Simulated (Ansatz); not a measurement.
# CH6BFOSi: one species, many methods

How much do the methods differ for CH6BFOSi? The plan is to run it at one geometry with functionals of several rungs and with coupled cluster, and see how far each lands from CCSD(T) at the basis-set limit for the atomisation energy.

The runs use Ansatz 0.2.0, Gaussian basis; functionals in def2-TZVPP, the program's frozen cores in correlated methods.

Levels to be run: PBE-D4, r2SCAN-D4, PBE0-D4, B3LYP-D4, ωB97X-V, ωB97M-V, B2PLYP; CCSD(T)/def2-TZVPP; MP2/def2-QZVPP; extrapolation to the limit.

### Step 1. The geometry

The geometry comes from an earlier relaxation with PBE0-D4 in a triple-zeta def2 set; it is a stationary point, not always the lowest conformer.

11 atoms, charge 0, spin multiplicity 1.

Atoms are counted from 1 here; the program's logs count them from 0.

Bond lengths: F1–B2 1.333 Å, B2–O3 1.340 Å, B2–H6 1.193 Å, O3–C4 1.429 Å, C4–Si5 1.893 Å, C4–H7 1.093 Å, C4–H8 1.094 Å, Si5–H9 1.486 Å, Si5–H10 1.484 Å, Si5–H11 1.487 Å. Angles: F1–B2–O3 121.0°, F1–B2–H6 119.5°, O3–B2–H6 119.5°, B2–O3–C4 122.7°, O3–C4–Si5 110.3°, O3–C4–H7 107.3°, O3–C4–H8 111.1°, Si5–C4–H7 110.1°, Si5–C4–H8 110.4°, H7–C4–H8 107.5°, C4–Si5–H9 109.3°, C4–Si5–H10 110.1°, C4–Si5–H11 108.6°, H9–Si5–H10 109.5°, H9–Si5–H11 109.7°, H10–Si5–H11 109.7°.

### Step 2. PBE-D4 (GGA)

in.yaml reads:

```yaml
crystal:
  periodic: [false, false, false]
  atoms:
    - {symbol: F, position_ang: [-1.040079, 0.077935, 2.251186]}
    - {symbol: B, position_ang: [0.097813, 0.696797, 1.937575]}
    - {symbol: O, position_ang: [0.803608, 0.336690, 0.856806]}
    - {symbol: C, position_ang: [0.385867, -0.708231, -0.024462]}
    - {symbol: Si, position_ang: [-0.259920, 0.019948, -1.647935]}
    - {symbol: H, position_ang: [0.495558, 1.582317, 2.630189]}
    - {symbol: H, position_ang: [1.257827, -1.339361, -0.215526]}
    - {symbol: H, position_ang: [-0.379300, -1.335564, 0.442420]}
    - {symbol: H, position_ang: [-1.427033, 0.894020, -1.363503]}
    - {symbol: H, position_ang: [0.805160, 0.815850, -2.308137]}
    - {symbol: H, position_ang: [-0.674001, -1.097204, -2.538012]}
basis:
  gaussian: {orbitals: def2-TZVPP}
hamiltonian: {xc: pbe, dispersion: d4}
output: {forces: true, orbitals: {seedname: orbitals}}
```

On the command line:

```bash
$ ansatz run in.yaml --threads 4 --pin off --events-out ev --progress --plain --max-ram 10444MiB
```

After this run come: r2SCAN-D4 (meta-GGA); PBE0-D4 (hybrid); B3LYP-D4 (hybrid); ωB97X-V (range-separated); ωB97M-V (range-separated); B2PLYP (double hybrid); CCSD(T) in def2-TZVPP; MP2 in def2-QZVPP.

Q: Predict the results of all the runs planned. Wanted: atomisation energy, CCSD(T)/CBS; farthest; mean size of error, hybrid; mean size of error, range-separated; gap, smallest and largest; T1 diagnostic; triples share of the correlation energy.

**Answer**, as computed:

| quantity | value |
| --- | --- |
| atomisation energy, CCSD(T)/CBS | 42.779 eV |
| functionals within 0.214 eV (0.5 %) | r2SCAN-D4, PBE0-D4, B3LYP-D4, ωB97X-V, ωB97M-V |
| farthest | PBE-D4 (+0.538 eV) |
| mean size of error, hybrid | 0.097 eV |
| mean size of error, range-separated | 0.168 eV |
| gap, smallest and largest | 6.49 eV (PBE-D4), 13.19 eV (ωB97X-V) |
| T1 diagnostic | 0.0131 |
| triples share of the correlation energy | 3.3 % |

PBE-D4 is off by +0.538 eV. Double hybrids carry the basis error of their MP2 part in triple zeta, and no dispersion term here, so their miss is partly the set-up's. Misses under about 0.214 eV are within the doubt on the reference itself, which lacks core-valence correlation, relativity and higher excitations. Hartree-Fock recovers 76 % of the binding; the rest is correlation. The gap grows from 6.5 to 13.2 eV across the functionals, mostly with the share of exact exchange.
